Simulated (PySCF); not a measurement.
# A diatomic session: GaN+

What are the lowest state that PBE0 finds, the bond length, vibrational wavenumber and bond energy of GaN+, and how much do these hang on the method?

Computed with PySCF 2.14.0. Level: Ga def2-TZVPPD, N def2-TZVPPD, no relativity.

## (1) Set-up

A driver script around PySCF takes these settings:

```
atoms                         : Ga, N
charge                        : 1
basis                         : Ga def2-TZVPPD, N def2-TZVPPD
Hamiltonian                   : no relativity
basis functions               : 91
electrons treated             : 37
masses in u                   : 68.9256, 14.0031
levels                        : PBE0, PBE, r²SCAN, r²SCAN0, B97-3, M06, MN15, M06-L, ωB97X-V, HF, MP2, SCS-MP2, CCSD, CCSD(T)
grid                          : 80 radial by 434 angular points
occupations                   : held fixed by the projection of orbital angular momentum
dissociation limit            : Ga+ + N, each in its ground configuration
starting distance in angstrom : 1.960
values of 2S to try           : 1, 3
```

Run with:

```sh
OMP_NUM_THREADS=2 python dia.py task.json out
```

The runs that follow: PBE0 along the bond; Excited determinants; PBE (GGA); r²SCAN (meta-GGA); r²SCAN0; B97-3; M06; MN15; M06-L; ωB97X-V; UHF (mean field); Correlated methods on the Hartree–Fock reference.

**Question.** What will these runs give? Wanted: for each run, Re; ωe; De; μ.

The runs gave:

Lowest PBE0 solution found, without spin–orbit coupling: ⁴Σ⁻ (quartet), unpaired electrons σ ↑, π ↑↑. The other levels ran on it alone.

```csv
level,Re (Å),ωe (cm⁻¹),De (eV),μ (D)
UHF,3.407,51.2,0.041,-2.16
UHF-MP2,2.891,83.2,0.103,n/a
UHF-SCS-MP2,2.998,75.8,0.086,n/a
UHF-CCSD(T),2.821,83.2,0.109,n/a
PBE,2.300,173.1,0.305,-0.46
r²SCAN,2.330,157.2,0.250,-0.35
M06-L,2.497,144.5,0.229,-0.55
PBE0,2.491,127.1,0.195,-0.59
r²SCAN0,2.514,122.2,0.175,-0.57
B97-3,2.681,102.4,0.144,-0.93
M06,2.609,149.1,0.195,-0.81
MN15,2.559,131.3,0.221,-0.60
ωB97X-V,2.633,114.2,0.162,-0.83
```

De is counted to Ga+ + N in their ground configurations. A positive dipole points from Ga to N; in an ion it is taken about the centre of mass and does not tell which atom is negative. No constants: UHF-CCSD (no minimum is bracketed among the points kept).

What this shows: The methods spread over 1.107 Å in bond length, from PBE to UHF. CCSD(T) can't serve as the judge here: for a weak bond in this basis it is far from its limit. Among the levels with a De in the table, it runs from 0.041 eV (UHF) to 0.305 eV (PBE).

Correlated steps freeze 10 core orbitals. The bond is weak, and basis-set superposition, which was not computed, may be a sizeable part of it.
